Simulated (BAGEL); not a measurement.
# AlSiH3OF (SMILES [F][Al][O][SiH3]) at UHF/3-21G (density fitting with qzvpp-jkfit)

Aim: the vertical ionisation energy of AlSiH3OF at UHF/3-21G (density fitting with qzvpp-jkfit), from 2 runs. 

The calculation is run with BAGEL 1.2.2.

3 further runs of the same task are left out: 1 that didn't finish, 2 set aside as unsound or not needed.

## 1. The system as given

AlSiH3OF has 7 atoms, charge 0, and is taken as a doublet. SMILES: `[F][Al][O][SiH3]`. The coordinates come from a PBE0-D4/def2-TZVP relaxation. This is one conformer, not always the lowest.

Bond lengths: F1–Al2 1.651 Å, Al2–O3 1.676 Å, O3–Si4 1.629 Å, Si4–H5 1.487 Å, Si4–H6 1.486 Å, Si4–H7 1.486 Å. Angles: F1–Al2–O3 120.1°, Al2–O3–Si4 175.4°, O3–Si4–H5 110.1°, O3–Si4–H6 109.7°, O3–Si4–H7 109.9°, H5–Si4–H6 108.9°, H5–Si4–H7 109.0°, H6–Si4–H7 109.2°.

## 2. A single-point energy at UHF/3-21G (density fitting with qzvpp-jkfit)

File hf.json:

```json
{ "bagel": [

{
  "title": "molecule",
  "basis": "3-21g",
  "df_basis": "qzvpp-jkfit",
  "angstrom": true,
  "geometry": [
    { "atom": "F", "xyz": [       0.517800,      -2.976000,       1.402800 ] },
    { "atom": "Al", "xyz": [      -0.540600,      -2.112000,       0.475700 ] },
    { "atom": "O", "xyz": [      -0.204600,      -0.519200,       0.077900 ] },
    { "atom": "Si", "xyz": [       0.020500,       1.024900,      -0.391400 ] },
    { "atom": "H", "xyz": [      -0.686700,       1.276200,      -1.674800 ] },
    { "atom": "H", "xyz": [      -0.515400,       1.947200,       0.643300 ] },
    { "atom": "H", "xyz": [       1.470200,       1.290800,      -0.579100 ] }
  ]
},

{
  "title": "uhf",
  "nopen": 1
},

{
  "title": "print",
  "file": "orbitals.molden",
  "orbitals": true
}

]}
```

On the command line:

```console
$ BAGEL_NUM_THREADS=1 BAGEL hf.json > hf.out
```

The log of the run:

```text
* using 1 threads per process

  ===============================================================
  ===============================================================

  *** Geometry ***

  { "atom" : "F", "xyz" : [      0.978500,     -5.623825,      2.650908 ] },
  { "atom" : "Al", "xyz" : [     -1.021586,     -3.991102,      0.898943 ] },
  { "atom" : "O", "xyz" : [     -0.386638,     -0.981146,      0.147210 ] },
  { "atom" : "Si", "xyz" : [      0.038739,      1.936780,     -0.739639 ] },
  { "atom" : "H", "xyz" : [     -1.297675,      2.411668,     -3.164913 ] },
  { "atom" : "H", "xyz" : [     -0.973965,      3.679675,      1.215661 ] },
  { "atom" : "H", "xyz" : [      2.778275,      2.439258,     -1.094340 ] },

  Number of auxiliary basis functions:      464

  Since a DF basis is specified, we compute 2- and 3-index integrals:
    o Being stored without compression. Storage requirement is 0.009 GB

  Number of basis functions:       50
  Number of electrons      :       47

    * METHOD: MOLECULE                             0.13

  *** Open-shell HF ***

  === Nuclear Repulsion ===
   192.6858586958

      * DIIS with orbital gradients will be used.

  === UHF iteration (3-21g) ===
      0       -702.99153367          0.06594262           0.06
      1       -703.13984275          0.04569849           0.05
      2       -703.19405168          0.02926548           0.06
      3       -703.22921288          0.00134346           0.06
      4       -703.22964019          0.00070558           0.05
      5       -703.22975100          0.00016353           0.05
      6       -703.22976708          0.00004024           0.06
      7       -703.22976853          0.00001164           0.06
      8       -703.22976871          0.00000534           0.06
      9       -703.22976874          0.00000227           0.05
     10       -703.22976874          0.00000076           0.06
     11       -703.22976875          0.00000034           0.06
     12       -703.22976875          0.00000010           0.06
     13       -703.22976875          0.00000004           0.06
     14       -703.22976875          0.00000002           0.06
     15       -703.22976875          0.00000001           0.06
     16       -703.22976875          0.00000001           0.06
    * SCF iteration converged.

    * S^2 (UHF) is 0.7523

    * Permanent dipole moment:
           (    0.667112,    -0.148093,     0.442958) a.u.

    * METHOD: UHF                                  1.05

    * METHOD: PRINT                                0.00

  ===============================================================
```

It took 1.4 s on 1 thread of Arm Neoverse V2, shared host; peak memory 0.082 GiB.

## 3. The singlet cation

File calc.json:

```json
{ "bagel" : [

{
  "title" : "molecule",
  "basis" : "3-21g",
  "df_basis" : "qzvpp-jkfit",
  "angstrom" : true,
  "geometry" : [
    { "atom" : "F", "xyz" : [    0.517800,   -2.976000,    1.402800 ] },
    { "atom" : "Al", "xyz" : [   -0.540600,   -2.112000,    0.475700 ] },
    { "atom" : "O", "xyz" : [   -0.204600,   -0.519200,    0.077900 ] },
    { "atom" : "Si", "xyz" : [    0.020500,    1.024900,   -0.391400 ] },
    { "atom" : "H", "xyz" : [   -0.686700,    1.276200,   -1.674800 ] },
    { "atom" : "H", "xyz" : [   -0.515400,    1.947200,    0.643300 ] },
    { "atom" : "H", "xyz" : [    1.470200,    1.290800,   -0.579100 ] }
  ]
},
{ "title" : "hf", "charge" : 1 },
{ "title" : "print", "file" : "orbitals.molden", "orbitals" : true }

]}
```

On the command line:

```console
$ BAGEL_NUM_THREADS=1 BAGEL calc.json > calc.out
```

The log of the run:

```text
* using 1 threads per process

  ===============================================================
  ===============================================================

  *** Geometry ***

  { "atom" : "F", "xyz" : [      0.978500,     -5.623825,      2.650908 ] },
  { "atom" : "Al", "xyz" : [     -1.021586,     -3.991102,      0.898943 ] },
  { "atom" : "O", "xyz" : [     -0.386638,     -0.981146,      0.147210 ] },
  { "atom" : "Si", "xyz" : [      0.038739,      1.936780,     -0.739639 ] },
  { "atom" : "H", "xyz" : [     -1.297675,      2.411668,     -3.164913 ] },
  { "atom" : "H", "xyz" : [     -0.973965,      3.679675,      1.215661 ] },
  { "atom" : "H", "xyz" : [      2.778275,      2.439258,     -1.094340 ] },

  Number of auxiliary basis functions:      464

  Since a DF basis is specified, we compute 2- and 3-index integrals:
    o Being stored without compression. Storage requirement is 0.009 GB

  Number of basis functions:       50
  Number of electrons      :       47

    * METHOD: MOLECULE                             0.13

  *** RHF ***

  === Nuclear Repulsion ===
   192.6858586958

      * DIIS with orbital gradients will be used.

  === RHF iteration (3-21g) ===
      0       -702.71701232          0.03151003           0.03
      1       -702.83835257          0.02270399           0.03
      2       -702.91767576          0.00139534           0.03
      3       -702.91854560          0.00068150           0.03
      4       -702.91867441          0.00022818           0.03
      5       -702.91871152          0.00008899           0.03
      6       -702.91872002          0.00002431           0.03
      7       -702.91872059          0.00000883           0.03
      8       -702.91872066          0.00000407           0.03
      9       -702.91872067          0.00000163           0.03
     10       -702.91872068          0.00000036           0.03
     11       -702.91872068          0.00000010           0.03
     12       -702.91872068          0.00000005           0.03
     13       -702.91872068          0.00000002           0.03
     14       -702.91872068          0.00000000           0.03
    * SCF iteration converged.

    * Permanent dipole moment:
           (    2.156318,     2.024813,     0.489169) a.u.

    * METHOD: HF                                   0.53

    * METHOD: PRINT                                0.00

  ===============================================================
```

Wall time 0.82 s (1 thread of Arm Neoverse V2, shared host); peak memory 0.082 GiB.

## 4. Results

At UHF/3-21G (density fitting with qzvpp-jkfit):

| quantity | value |
| --- | --- |
| doublet AlSiH3OF: total energy | -703.22977 Eh |
| doublet AlSiH3OF: dipole moment | 2.07 D |
| doublet AlSiH3OF: ⟨S²⟩ | 0.752 |
| singlet cation: total energy | -702.91872 Eh |
| singlet cation: HOMO energy | -16.43 eV |
| singlet cation: LUMO energy | -7.94 eV |
| singlet cation: HOMO–LUMO gap | 8.49 eV |
| vertical ionisation energy (to the singlet cation) | 8.464 eV |

Removing an electron at fixed nuclei costs 8.46 eV (817 kJ/mol). Only the singlet of the ionised species was computed; a triplet could lie lower.
